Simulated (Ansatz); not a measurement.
# GeI₄: basis-set convergence

The task here is to estimate one member of a computed series from the others.

Program: Ansatz 0.2.0, Gaussian basis. Level of theory: one geometry, several basis sets. These are calculated values, not measurements.

Levels to be run: PBE0-D4/def2-SVP; ωB97M-V/def2-SVP; PBE0-D4/def2-QZVPP; ωB97M-V/def2-QZVPP; the functionals' def2-TZVPP values are taken from earlier runs.

2 further runs of the same task are left out: 2 that didn't finish.

### The geometry

All runs share one geometry, relaxed beforehand with PBE0-D4 in a triple-zeta def2 set. I takes the def2 core potential; no spin-orbit term is included.

SMILES `[I][Ge]([I])([I])[I]`, 5 atoms, charge 0, spin multiplicity 1.

Atoms are counted from 1 here; the program's logs count them from 0.

Bond lengths: I1–Ge2 2.502 Å, Ge2–I3 2.502 Å, Ge2–I4 2.502 Å, Ge2–I5 2.502 Å. Angles: I1–Ge2–I3 109.5°, I1–Ge2–I4 109.5°, I1–Ge2–I5 109.5°, I3–Ge2–I4 109.5°, I3–Ge2–I5 109.5°, I4–Ge2–I5 109.5°.

The first run:

in.yaml reads:

```yaml
crystal:
  periodic: [false, false, false]
  atoms:
    - {symbol: I, position_ang: [-1.106849, -0.015305, 2.231205]}
    - {symbol: Ge, position_ang: [0.009946, -0.014710, -0.008259]}
    - {symbol: I, position_ang: [2.121697, -1.352003, 0.112448]}
    - {symbol: I, position_ang: [-1.523799, -1.029121, -1.705612]}
    - {symbol: I, position_ang: [0.548804, 2.337438, -0.671181]}
basis:
  gaussian: {orbitals: def2-SVP}
hamiltonian: {xc: pbe0, dispersion: d4}
output: {orbitals: {seedname: orbitals}}
```

Run with:

```sh
$ ansatz run in.yaml --threads 2 --pin off --events-out ev --progress --plain --max-ram 32768MiB --backend cpu
```

Steps of the session up to this table: PBE0-D4 in def2-SVP; ωB97M-V in def2-SVP; PBE0-D4 in def2-QZVPP; ωB97M-V in def2-QZVPP.

One table of the session follows, with a row left open; its other results are not shown here.

It belongs to the step «Functionals by basis». 

| functional | basis | HOMO (eV) | LUMO (eV) |
| --- | --- | --- | --- |
| PBE0-D4 | def2-SVP | -7.74 | -3.38 |
| PBE0-D4 | def2-TZVPP | -7.78 | -3.37 |
| PBE0-D4 | def2-QZVPP | ? | ? |
| ωB97M-V | def2-SVP | -9.82 | -1.58 |
| ωB97M-V | def2-TZVPP | -9.88 | -1.62 |
| ωB97M-V | def2-QZVPP | -9.90 | -1.64 |

Estimate the missing values for PBE0-D4, def2-QZVPP.

The run gave: HOMO (eV): -7.79; LUMO (eV): -3.38. In the column «HOMO (eV)» it lies between ωB97M-V, def2-SVP (-9.82) and PBE0-D4, def2-TZVPP (-7.78).
